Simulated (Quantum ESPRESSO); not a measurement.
A Quantum ESPRESSO 7.5 run (PBE) on a crystal of composition SiTe lists these optical modes at the zone centre:

```csv
symmetry,cm⁻¹,components,active in
E1u,165i,2,IR
A2u,338,1,IR
```

Problem. How many atoms does the primitive cell hold, does the crystal have a centre of inversion, and what is its point group?

Solution. 3 optical and 3 acoustic modes make 2 atoms. The labels g and u show a centre of inversion, so no mode is both infrared and Raman active. The point group is 6/mmm (space group P6/mmm, No. 191).

The cell:

```cif
data_structure
_symmetry_space_group_name_H-M 'P 1'
_symmetry_Int_Tables_number 1
_cell_length_a 3.7143
_cell_length_b 3.7143
_cell_length_c 4.9764
_cell_angle_alpha 90.000
_cell_angle_beta 90.000
_cell_angle_gamma 120.000
_cell_volume 59.46
loop_
_atom_site_label
_atom_site_type_symbol
_atom_site_fract_x
_atom_site_fract_y
_atom_site_fract_z
_atom_site_occupancy
Si1 Si 0.00000 0.00000 0.50000 1
Te1 Te 0.00000 0.00000 0.00000 1
```

Caveat: the k mesh is coarse; the mesh is thin for the phonons of a metal; some modes are imaginary.
